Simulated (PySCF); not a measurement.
**BGeNH5 (SMILES B[N][GeH3]): UTPSSh/def2-TZVP**

What is the vertical ionisation energy of BGeNH5 at UTPSSh/def2-TZVP? The job is set up through a Python script.

Program for the calculation: PySCF 2.14.0.

**1. The system as given**

BGeNH5 has 8 atoms, charge 0, and is taken as a doublet. As SMILES, `B[N][GeH3]`. The coordinates come from a PBE0-D4/def2-TZVP relaxation.

Bond lengths: B1–N2 1.338 Å, N2–Ge3 1.820 Å, B1–H4 1.208 Å, B1–H5 1.208 Å, Ge3–H6 1.535 Å, Ge3–H7 1.534 Å, Ge3–H8 1.536 Å. Angles: B1–N2–Ge3 177.0°, N2–B1–H4 120.1°, N2–B1–H5 120.4°, N2–Ge3–H6 108.1°, N2–Ge3–H7 109.2°, N2–Ge3–H8 106.3°, H4–B1–H5 119.6°, H6–Ge3–H7 111.1°, H6–Ge3–H8 110.9°, H7–Ge3–H8 111.0°.

**2. The energy at UTPSSh/def2-TZVP**

Input file run.py:

```python
# B[N][GeH3]
from pyscf import gto, dft

mol = gto.M(
    atom='''
B     -1.532001     1.973252    -2.210602
N     -0.280435     0.506447    -0.574855
Ge     1.265739    -1.556000     1.701698
H     -3.311934     1.134214    -3.369193
H     -0.890817     4.138311    -2.543382
H      1.573953    -0.087683     4.183476
H      3.839357    -2.377086     0.648932
H     -0.489439    -3.839357     2.058479
''',
    basis='def2-tzvp',
    verbose=3,
    spin=1,
    max_memory=1860,
    unit='bohr',
)

mf = dft.UKS(mol)
mf.xc = 'tpssh'
mf.conv_tol = 1e-10
mf.grids.level = 4
mf.kernel()
if not mf.converged:
    mf = mf.newton().run(mf.mo_coeff, mf.mo_occ)

energy = mf.e_tot
print('E(%s) = %.9f' % ('TPSSH', energy))
```

On the command line:

```
$ OMP_NUM_THREADS=1 python run.py
```

The program printed:

```text
converged SCF energy = -2159.58269092342  <S^2> = 0.75763043  2S+1 = 2.0076159
E(TPSSH) = -2159.582690923
```

It took 2 min on 1 thread of Arm Neoverse V1, shared host; peak memory 0.98 GiB.

**3. The singlet cation at the same level**

Input file start.xyz:

```xyz
8

B     -0.810700     1.044200    -1.169800
N     -0.148400     0.268000    -0.304200
Ge     0.669800    -0.823400     0.900500
H     -1.752600     0.600200    -1.782900
H     -0.471400     2.189900    -1.345900
H      0.832900    -0.046400     2.213800
H      2.031700    -1.257900     0.343400
H     -0.259000    -2.031700     1.089300
```

Input file calc.py:

```python
from pyscf import gto, dft

system = gto.M(
    atom='start.xyz',
    max_memory=1860,
    basis='def2-tzvp',
    verbose=4,
    charge=1,
)

mf = dft.RKS(system)
mf.xc = 'tpssh'
mf.conv_tol = 1e-10
mf.grids.level = 4
mf.kernel()
if not mf.converged:
    mf = mf.newton().run(mf.mo_coeff, mf.mo_occ)

energy = mf.e_tot
print(f'total energy: {energy:.8f} hartree')
```

On the command line:

```
$ OMP_NUM_THREADS=1 python calc.py
```

The program printed:

```text
PySCF version 2.14.0

[INPUT] num. atoms = 8
[INPUT] num. electrons = 48
[INPUT] charge = 1
[INPUT] spin (= nelec alpha-beta = 2S) = 0
[INPUT] symmetry False subgroup None
[INPUT] Mole.unit = angstrom
[INPUT] Symbol           X                Y                Z      unit          X                Y                Z       unit  Magmom
[INPUT]  1 B     -0.810700000000   1.044200000000  -1.169800000000 AA   -1.532000969185   1.973252019271  -2.210601620516 Bohr   0.0
[INPUT]  2 N     -0.148400000000   0.268000000000  -0.304200000000 AA   -0.280435356885   0.506446601383  -0.574854687093 Bohr   0.0
[INPUT]  3 Ge     0.669800000000  -0.823400000000   0.900500000000 AA    1.265738558234  -1.556000490967   1.701698375171 Bohr   0.0
[INPUT]  4 H     -1.752600000000   0.600200000000  -1.782900000000 AA   -3.311934005913   1.134213619964  -3.369192707487 Bohr   0.0
[INPUT]  5 H     -0.471400000000   2.189900000000  -1.345900000000 AA   -0.890816895120   4.138311240185  -2.543382391052 Bohr   0.0
[INPUT]  6 H      0.832900000000  -0.046400000000   2.213800000000 AA    1.573952889150  -0.087683292180   4.183475694562 Bohr   0.0
[INPUT]  7 H      2.031700000000  -1.257900000000   0.343400000000 AA    3.839356567279  -2.377086492090   0.648931951176 Bohr   0.0
[INPUT]  8 H     -0.259000000000  -2.031700000000   1.089300000000 AA   -0.489439066262  -3.839356567279   2.058478667489 Bohr   0.0

nuclear repulsion = 162.994064191848
number of shells = 58
number of NR pGTOs = 232
number of NR cGTOs = 140
basis = def2-tzvp
ecp = {}

******** <class 'pyscf.dft.rks.RKS'> ********
method = RKS
initial guess = minao
damping factor = 0
level_shift factor = 0
DIIS = <class 'pyscf.scf.diis.CDIIS'>
diis_start_cycle = 1
diis_space = 8
diis_damp = 0
SCF conv_tol = 1e-10
SCF conv_tol_grad = None
SCF max_cycles = 50
direct_scf = True
direct_scf_tol = 1e-13
XC library pyscf.dft.libxc version 7.0.0
    S. Lehtola, C. Steigemann, M. J.T. Oliveira, and M. A.L. Marques.,  SoftwareX 7, 1–5 (2018)
XC functionals = tpssh
radial grids:
    Treutler-Ahlrichs [JCP 102, 346 (1995); DOI:10.1063/1.469408] (M4) radial grids

becke partition: Becke, JCP 88, 2547 (1988); DOI:10.1063/1.454033
pruning grids: <function nwchem_prune>
grids dens level: 4
symmetrized grids: False
atomic radii adjust function: <function treutler_atomic_radii_adjust>
small_rho_cutoff = 0
Set gradient conv threshold to 1e-05
Initial guess from minao.
tot grids = 164712
init E= -2158.92811706544
  HOMO = -0.32311045305498  LUMO = -0.25930491462411  gap/eV = 1.73624
cycle= 1 E= -2159.16949206115  delta_E= -0.241  |g|= 0.828  |ddm|= 2.15
  HOMO = -0.550872629193314  LUMO = -0.483241368492408  gap/eV = 1.84034
cycle= 2 E= -2159.05748139252  delta_E= 0.112  |g|= 1.18  |ddm|= 0.881
  HOMO = -0.498116838387489  LUMO = -0.424659232752433  gap/eV = 1.99888
cycle= 3 E= -2159.18085211414  delta_E= -0.123  |g|= 0.436  |ddm|= 0.638
  HOMO = -0.51626824159581  LUMO = -0.450052565613341  gap/eV = 1.80182
cycle= 4 E= -2159.23240103689  delta_E= -0.0515  |g|= 0.0421  |ddm|= 0.223
  HOMO = -0.515541052304641  LUMO = -0.439081665855348  gap/eV = 2.08057
cycle= 5 E= -2159.23223194999  delta_E= 0.000169  |g|= 0.0368  |ddm|= 0.0766
  HOMO = -0.514312342894293  LUMO = -0.442027130067842  gap/eV = 1.96698
cycle= 6 E= -2159.23306101835  delta_E= -0.000829  |g|= 0.00374  |ddm|= 0.0442
  HOMO = -0.514087842215709  LUMO = -0.442097167578147  gap/eV = 1.95897
cycle= 7 E= -2159.23306547943  delta_E= -4.46e-06  |g|= 0.000896  |ddm|= 0.00387
  HOMO = -0.514216244365549  LUMO = -0.442180662022231  gap/eV = 1.96019
cycle= 8 E= -2159.2330656841  delta_E= -2.05e-07  |g|= 0.000252  |ddm|= 0.000607
  HOMO = -0.514221658556814  LUMO = -0.442181899069993  gap/eV = 1.96030
cycle= 9 E= -2159.23306570197  delta_E= -1.79e-08  |g|= 5.13e-05  |ddm|= 0.000183
  HOMO = -0.51422071346488  LUMO = -0.442178838837911  gap/eV = 1.96036
cycle= 10 E= -2159.23306570286  delta_E= -8.94e-10  |g|= 1.18e-05  |ddm|= 4.44e-05
  HOMO = -0.51422051659641  LUMO = -0.442178884585893  gap/eV = 1.96035
cycle= 11 E= -2159.2330657029  delta_E= -4.14e-11  |g|= 2.21e-06  |ddm|= 9.83e-06
  HOMO = -0.514220972678196  LUMO = -0.442178941117305  gap/eV = 1.96036
Extra cycle  E= -2159.23306570292  delta_E= -1.09e-11  |g|= 4.14e-06  |ddm|= 3.72e-06
converged SCF energy = -2159.23306570292
total energy: -2159.23306570 hartree
```

Wall time 56 s (1 thread of Arm Neoverse V1, shared host); peak memory 0.95 GiB.

**4. Summary of results**

At UTPSSh/def2-TZVP:

```
                                          quantity           value
                      doublet BGeNH5: total energy  -2159.58269 Eh
                     doublet BGeNH5: dipole moment          1.59 D
doublet BGeNH5: HOMO energy (highest over α and β)        -6.83 eV
 doublet BGeNH5: LUMO energy (lowest over α and β)        -3.68 eV
                              doublet BGeNH5: ⟨S²⟩           0.758
                      singlet cation: total energy  -2159.23307 Eh
                       singlet cation: HOMO energy       -13.99 eV
                       singlet cation: LUMO energy       -12.03 eV
                     singlet cation: HOMO–LUMO gap         1.96 eV
vertical ionisation energy (to the singlet cation)        9.514 eV
```

What this shows: Removing an electron at fixed nuclei costs 9.51 eV (918 kJ/mol). Only the singlet of the ionised species was computed; a triplet could lie lower.
